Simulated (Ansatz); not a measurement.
# Cu: the cost of one run

Method: DFT PBEsol, scalar-relativistic, plane waves, PAW, in Ansatz 0.2.0.

## (1) The system as given

It takes space group I4/mmm (No. 139, tetragonal). The conventional cell has a = 2.886 Å, b = 2.886 Å, c = 2.752 Å, α = 90.00°, β = 90.00°, γ = 90.00°. Cu (site symmetry 4/mmm) is surrounded by 10 Cu at 2.46 to 2.75 Å.

Coordinates:

```cif
data_structure
_symmetry_space_group_name_H-M 'P 1'
_symmetry_Int_Tables_number 1
_cell_length_a 2.4611
_cell_length_b 2.4611
_cell_length_c 3.9876
_cell_angle_alpha 87.804
_cell_angle_beta 87.804
_cell_angle_gamma 71.782
_cell_volume 22.92
loop_
_atom_site_label
_atom_site_type_symbol
_atom_site_fract_x
_atom_site_fract_y
_atom_site_fract_z
_atom_site_occupancy
Cu1 Cu 0.00000 0.00000 0.00000 1
Cu2 Cu 0.50000 0.50000 0.50000 1
```

It goes back to an entry of the Materials Project, which need not be the stable form.

The cell is taken as given, not relaxed at this level.

## (2) The reference cell

The cell is repeated 2 times, 2 atoms in all. The reference gives a free energy of -13177.4707 eV, pressure -1.43 GPa, largest force 0.000 eV/Å and gap on the mesh none (metal). It was computed beforehand with the settings of the runs below.

## (3) Next: a frozen normal mode

Mode 5 of the phonon run on this cell, counted from the lowest, is frozen in: each atom moves by x times its row below, so x is the largest displacement.

```
atom     ux      uy     uz
 Cu1  0.000  -1.000  0.000
 Cu2  0.000   1.000  0.000
```

## (4) Point x = -0.300 Å

Contents of input.yaml:

```yaml
crystal:
  lattice:
    - [1.44279332, -1.44279332, -1.37608145]
    - [1.44279332, 1.44279332, -1.37608145]
    - [2.88558664, 0.0, 2.7521629]
  atoms:
    - { symbol: Cu, position: [-0.1039649948, 0.1039649948, 0.0] }
    - { symbol: Cu, position: [0.6039649948, 0.3960350052, 0.5] }
basis:
  ecutwfc: 420
kpoints:
  mp_grid: { grid: [20, 20, 12] }
hamiltonian:
  xc: pbesol
scf:
  occupations: { method: gaussian, width: 0.15 }
output:
  forces: true
  stress: true
  eigenvalues: true
```

Launch:

```sh
ansatz run input.yaml --threads 2 --pin off --max-ram 5120MiB --backend cpu --events-out ev --progress --plain --runs-dir out
```

**Question.** How long does this run take on 2 threads of Intel Xeon Platinum 8488C (Sapphire Rapids), shared host, and how much memory does it need?

About 18 s, with a peak of 0.84 GiB.
